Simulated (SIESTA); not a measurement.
AlNi3:

```
CELL_PARAMETERS angstrom
0.00000 2.80189 2.80189
2.80189 0.00000 2.80189
2.80189 2.80189 0.00000
ATOMIC_POSITIONS crystal
Ni 0.75000 0.75000 0.75000
Ni 0.00000 0.00000 0.00000
Ni 0.25000 0.25000 0.25000
Al 0.50000 0.50000 0.50000
```

The cell comes from a database or a generator and needn't be the stable form of this composition.

| Property | Result |
| --- | --- |
| Program | SIESTA 5.4.2 |
| Task | single point |
| Functional | PBEsol |
| Potentials or basis | PseudoDojo 0.4 standard (PBEsol files) |
| Basis | DZP (energy shift 0.003 Ry; two zetas on semicore shells) |
| Grid cutoff | 800 Ry |
| Energy shift | 0.003 Ry |
| k mesh | 8 × 8 × 8 |
| Occupations | fermi-dirac, width 0.05 eV |
| Spin | collinear spin, ferromagnetic start |
| Starting moments | [1.0, 1.0, 1.0, 0.0] μB |

On this cell: pressure 0.1 GPa; largest force zero by symmetry; net moment 0.00 μB per cell; band gap on the k mesh none (metal or under the smearing width).

The same run follows on a disturbed copy (atoms moved at random, drawn with an rms of 0.05 Å):

```
CELL_PARAMETERS angstrom
0.00000 2.80189 2.80189
2.80189 0.00000 2.80189
2.80189 2.80189 0.00000
ATOMIC_POSITIONS crystal
Ni 0.74919 0.74895 0.75410
Ni 0.00418 0.98856 0.00191
Ni 0.23874 0.26474 0.25634
Al 0.50429 0.48318 0.50654
```

Problem. What does the disturbed cell give?

Solution. The energy (extrapolated to zero smearing) moves by +12.1 meV/atom; pressure 0.8 GPa; largest force 0.805 eV/Å; net moment 0.00 μB per cell; band gap on the k mesh none (metal or under the smearing width).

Forces on the atoms (eV/Å):
```
Ni  -0.289  0.089 -0.158
Ni   0.514 -0.160  0.201
Ni  -0.677  0.307 -0.308
Al   0.455 -0.230  0.263
```

Stress tensor (GPa, compression positive):
```
 0.58 -0.50  0.65
-0.50  0.85 -0.49
 0.65 -0.49  0.90
```

Caveats: short orbitals over semicore shells can move pressures by several GPa; the basis of atomic orbitals isn't converged, which shifts pressures, moduli and gaps.
